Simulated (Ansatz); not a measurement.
# C8H10S (ethyl phenyl sulfide) at CCSD/STO-3G

We compute a structure relaxation of C8H10S (ethyl phenyl sulfide). 

The results are computed with Ansatz 0.2.0.

### Step 1. The structure to begin with

The species is C8H10S (19 atoms), meant as a singlet with charge 0. As SMILES, `CCSc1ccccc1`. Geometry: relaxed at PBE0-D4/def2-TZVP. This is one conformer, not always the lowest. The run starts from this shape.

Some bond lengths: C1–C2 1.515 Å, C2–S3 1.802 Å, S3–C4 1.757 Å, C4–C5 1.392 Å, C5–C6 1.387 Å, C6–C7 1.386 Å, C7–C8 1.388 Å, C4–C9 1.395 Å, C8–C9 1.383 Å, C1–H10 1.091 Å, C1–H11 1.091 Å, C1–H12 1.094 Å, C2–H13 1.093 Å, C2–H14 1.093 Å, C5–H15 1.082 Å, C6–H16 1.084 Å. Some angles: C1–C2–S3 114.4°, C2–S3–C4 104.2°, S3–C4–C5 124.5°, S3–C4–C9 116.5°, C5–C4–C9 119.0°, C4–C5–C6 120.2°, C5–C6–C7 120.7°, C6–C7–C8 119.2°, C7–C8–C9 120.5°, C4–C9–C8 120.4°.

### Step 2. A geometry optimisation at CCSD/STO-3G

run.yaml reads:

```yaml
crystal:
  periodic: [false, false, false]
  atoms:
    - symbol: C
      position_ang: [-2.114900, -1.237900, 1.324900]
    - symbol: C
      position_ang: [-2.442500, 0.000000, 0.514500]
    - symbol: S
      position_ang: [-1.678200, 0.045500, -1.117300]
    - symbol: C
      position_ang: [0.035000, 0.245900, -0.783900]
    - symbol: C
      position_ang: [0.554500, 0.709200, 0.421500]
    - symbol: C
      position_ang: [1.923300, 0.872600, 0.573300]
    - symbol: C
      position_ang: [2.790100, 0.589000, -0.469700]
    - symbol: C
      position_ang: [2.273600, 0.131900, -1.674300]
    - symbol: C
      position_ang: [0.910800, -0.046400, -1.830300]
    - symbol: H
      position_ang: [-1.043500, -1.317200, 1.515800]
    - symbol: H
      position_ang: [-2.427400, -2.138600, 0.794200]
    - symbol: H
      position_ang: [-2.629700, -1.209200, 2.289600]
    - symbol: H
      position_ang: [-3.511000, 0.046200, 0.289200]
    - symbol: H
      position_ang: [-2.203500, 0.919800, 1.053700]
    - symbol: H
      position_ang: [-0.100900, 0.951200, 1.248200]
    - symbol: H
      position_ang: [2.311600, 1.230900, 1.520300]
    - symbol: H
      position_ang: [3.858400, 0.719800, -0.345500]
    - symbol: H
      position_ang: [2.938400, -0.097900, -2.499300]
    - symbol: H
      position_ang: [0.514200, -0.418900, -2.768400]
basis:
  gaussian:
    orbitals: STO-3G
magnetization:
  spin_polarized: false
correlation:
  method: ccsd
  frozen_orbitals: {C: 1, H: 0, S: 5}
accuracy: high
scf:
  lower_state_search: "off"
relax: {}
output: {orbitals: {seedname: orbitals}}
```

Started as:

```console
$ ansatz run run.yaml --threads 1 --pin off --max-ram 2610MiB --events-out events.jsonl --progress --plain --runs-dir runs
```

**Question.** What will come out? Wanted: total energy at the end; dipole moment; HOMO energy; LUMO energy; HOMO–LUMO gap; correlation energy; T1 diagnostic.

**Answer.** As computed:

At CCSD/STO-3G, 13 core orbitals frozen:

| quantity | value |
| --- | --- |
| total energy at the end | -698.83207 Eh |
| dipole moment (correlated density) | 0.80 D |
| HOMO energy (Hartree–Fock orbitals) | -5.94 eV |
| LUMO energy (Hartree–Fock orbitals) | 7.17 eV |
| HOMO–LUMO gap (Hartree–Fock orbitals) | 13.11 eV |
| correlation energy (13 core orbitals frozen) | -613.9 mEh |
| T1 diagnostic | 0.005 |

What this shows: At the final geometry: Some bond lengths: C1–C2 1.570 Å, C2–S3 1.839 Å, S3–C4 1.804 Å, C4–C5 1.427 Å, C5–C6 1.423 Å, C6–C7 1.419 Å, C7–C8 1.423 Å, C4–C9 1.434 Å, C8–C9 1.418 Å, C1–H10 1.111 Å, C1–H11 1.112 Å, C1–H12 1.112 Å, C2–H13 1.115 Å, C2–H14 1.114 Å, C5–H15 1.105 Å, C6–H16 1.108 Å. Some angles: C1–C2–S3 114.6°, C2–S3–C4 102.4°, S3–C4–C5 125.8°, S3–C4–C9 116.1°, C5–C4–C9 118.0°, C4–C5–C6 120.7°, C5–C6–C7 120.6°, C6–C7–C8 119.3°, C7–C8–C9 120.1°, C4–C9–C8 121.2°. The restricted solution is unstable to spin breaking: an unrestricted one lies lower. The optimisation took 6 steps and changed the energy by -0.432 eV. Mulliken charges run from -0.17 on C2 to +0.18 on S3; they depend strongly on the basis.
